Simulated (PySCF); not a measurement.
# CH4BF4N: the cost of one run

The runs use PySCF 2.14.0, with density-fitted response routines of our own; the level of theory stands in each step. All values are computed, except where a source is named. Atoms count from 0, in the outputs and in this text.

## (1) The starting structure

11 atoms, charge 0, multiplicity 1; geometry from: GFN2-xTB. The atoms were then displaced at random by about 0.01 Å, so the start is not that level's minimum.

Bonds of the start (Å): N0–B1 1.65, B1–F2 1.37, B1–C3 1.62, C3–F4 1.36, C3–F5 1.37, C3–F6 1.37, N0–H7 1.00, N0–H8 1.05, N0–H9 1.02, B1–H10 1.19.

## (2) Optimising the geometry at PBE0-D3(BJ)/def2-SVP

What the job is given:

```
{"job": {"xc": "PBE0", "basis": "def2-SVP", "d3": "d3bj", "grid": 1, "shake": 0.01, "kind": "geom"}, "charge": 0, "multiplicity": 1}
N      1.180700     0.080480    -0.619920
B      0.234840    -0.398330     0.644860
F      0.285780    -1.764710     0.576140
C     -1.217110     0.184090     0.224030
F     -1.202980     1.537560     0.070590
F     -2.264680    -0.052090     1.069120
F     -1.654350    -0.257420    -0.995680
H      2.127450    -0.227690    -0.510500
H      1.145920     1.125860    -0.683470
H      0.755640    -0.314400    -1.453810
H      0.646910     0.060820     1.662970
```

Command:

```console
> OMP_NUM_THREADS=1 python probes_run.py task.json out
```

The driver reads the jobs from task.json and runs them one after another.

**Question.** How long does this first job take on 1 thread of Arm Neoverse V2, shared host, and how much memory does it need?

About 58 s, with a peak of 0.51 GiB.
